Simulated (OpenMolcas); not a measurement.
# Ti²⁺: CASSCF and CASPT2 terms and fine-structure levels

Aim: the low terms and levels of Ti²⁺, with their order and spacing, then second-order correlation under several settings.

Program: OpenMolcas 26.06. Level of theory: state-averaged CASSCF and CASPT2, spin-orbit coupling by RASSI with atomic mean-field integrals. These are calculated values, not measurements, unless marked.

**1. What is computed**

| Item | Value |
| --- | --- |
| Species | Ti²⁺ (titanium, Z = 22, 20 electrons) |
| Basis | ANO-RCC-VDZP [5s4p2d1f], 34 functions |
| Scalar Hamiltonian | DKH2, point nucleus |
| Inactive shells | 1s 2s 2p 3s 3p |
| Active space | 2 electrons in 5 orbitals (3d) |
| Some configurations of this space | 3d² |
| Orbitals | optimised for each spin and parity, averaged over all roots |

The outer shells:

3d2
```
3d [↑ ][↑ ][  ][  ][  ]
```

The work runs as a chain of OpenMolcas steps in one folder; each step below is one input file. Labels, J, g values, rates, χT and fits are worked out afterwards by a script from the matrices that RASSI stores.

**2. Basis and integrals**

Input file a.inp:

```
&GATEWAY
Coord
1

Ti 0.0 0.0 0.0
Basis=ANO-RCC-VDZP
Group=XYZ
NoMove
AngMom=0.0 0.0 0.0
AMFI
&SEWARD
```

Launch:

```console
> OMP_NUM_THREADS=1 MOLCAS_MEM=1689 MOLCAS_PROJECT=a pymolcas a.inp > a.log
```

**3. CASSCF: triplets of even parity, 10 roots**

Input file a.inp:

```
&RASSCF
FileOrb=start.orb
Symmetry=1
Spin=3
nActEl=2 0 0
Inactive=3 6
Ras2=5 0
CIRoot=10 10 1
SDav=10
CIMx=300
Iter=120 100
PrWF=0.3
OrbListing=Nothing
MaxOrb=0
Atom
>>> COPY $Project.JobIph JOB001
```

start.orb holds the contracted functions of the basis, ordered by shell, or the orbitals of the step before.

**4. Reference wave functions, singlets of even parity, 15 roots**

Input file a.inp:

```
&RASSCF
FileOrb=start.orb
Symmetry=1
Spin=1
nActEl=2 0 0
Inactive=3 6
Ras2=5 0
CIRoot=15 15 1
SDav=15
CIMx=300
Iter=120 100
PrWF=0.3
OrbListing=Nothing
MaxOrb=0
Atom
>>> COPY $Project.JobIph JOB002
```

**5. State interaction with spin-orbit coupling**

Input file a.inp:

```
&RASSI
NrOfJobIphs=2 10 15
1 2 3 4 5 6 7 8 9 10
1 2 3 4 5 6 7 8 9 10 11 12 13 14 15
IphNames
JOB001
JOB002
EJob
SpinOrbit
DIPRint=1.0
SOCoupling=1000.0
Subsets=2
MEES
Property=10
'ANGMOM' 1 'ANGMOM' 2 'ANGMOM' 3 'MLTPL  1' 1 'MLTPL  1' 2 'MLTPL  1' 3
'AMFI' 1 'AMFI' 2 'AMFI' 3 'MLTPL  2' 6
SOProperty=3
'ANGMOM' 1 'ANGMOM' 2 'ANGMOM' 3
```

**6. CASPT2: IPEA 0.25, imaginary shift 0.1 (closed shells correlated: 3s 3p)**

Input file a.inp:

```
>>> COPY JOB001 $Project.JobIph
&CASPT2
Multistate=10 1 2 3 4 5 6 7 8 9 10
Frozen=2 3
IPEA=0.25
Imaginary=0.1
MaxIter=60
WThr=0.0 0.3 0.05
PrWF=0.5
NoMix
>>> COPY JOB002 $Project.JobIph
&CASPT2
Multistate=15 1 2 3 4 5 6 7 8 9 10 11 12 13 14 15
Frozen=2 3
IPEA=0.25
Imaginary=0.1
MaxIter=60
WThr=0.0 0.3 0.05
PrWF=0.5
NoMix
```

**7. CASPT2: IPEA 0, imaginary shift 0.1 (closed shells correlated: 3s 3p)**

Changes to a.inp since step 6:

```diff
@@ -4,3 +4,3 @@
 Frozen=2 3
-IPEA=0.25
+IPEA=0.0
 Imaginary=0.1
@@ -14,3 +14,3 @@
 Frozen=2 3
-IPEA=0.25
+IPEA=0.0
 Imaginary=0.1
```

(Steps that only read results are left out.)

Q: Predict the outcome of this session. Wanted: lowest level; first excited level; lowest level of another term; spin-orbit lowering of the lowest level; strongest of the lines computed, by gA.

The runs gave:

```
                                                                                      quantity                                                                        value
                                                                                        method  SS-CASPT2, IPEA 0.25, imaginary shift 0.1 (closed shells correlated: 3s 3p)
                                                                                  lowest level                                       3d² ³F₂, 100 % of that term, g = 0.666
                                                                   ground level listed by NIST                                                                          3F2
                                                                           first excited level                                                          3d² ³F₃ at 198 cm⁻¹
                                                                  lowest level of another term                                                         3d² ¹D₂ at 8140 cm⁻¹
                                                       spin-orbit lowering of the lowest level                                                                     262 cm⁻¹
strongest of the lines computed, by gA (one parity, so forbidden lines), at SS-CASPT2 energies                                  3d² ¹S₀ → 3d² ¹D₂, 406 nm, A = 8.67e+00 s⁻¹
```

Cost and accuracy by method:

```
                                              method  time of its own steps  time with the reference  mean absolute difference from the measured levels (cm-1)
                                           A. CASSCF                    5 s                      5 s                                                      3000
B. SS-CASPT2, IPEA 0.25, imaginary shift 0.1, +3s 3p                  2.3 s                    7.3 s                                                       420
   C. SS-CASPT2, IPEA 0, imaginary shift 0.1, +3s 3p                  2.4 s                    7.4 s                                                       250
```

Times are of one thread on a shared host.

**Reading.** The multiplet ³F is regular; its intervals divided by the larger J differ by 3 % of their mean, where Landé's rule for pure LS coupling makes them equal. Second-order correlation (method B) scales the levels of the lowest configuration above 5000 cm⁻¹ by 0.72 to 0.88. Method C lies closest to the measured levels (250 cm⁻¹ on average) and A farthest (3000). Only the configurations of the active space and the roots asked for are present. CASPT2 does not keep the components of a term degenerate, and the means are used. Levels of other configurations are missing from the list.
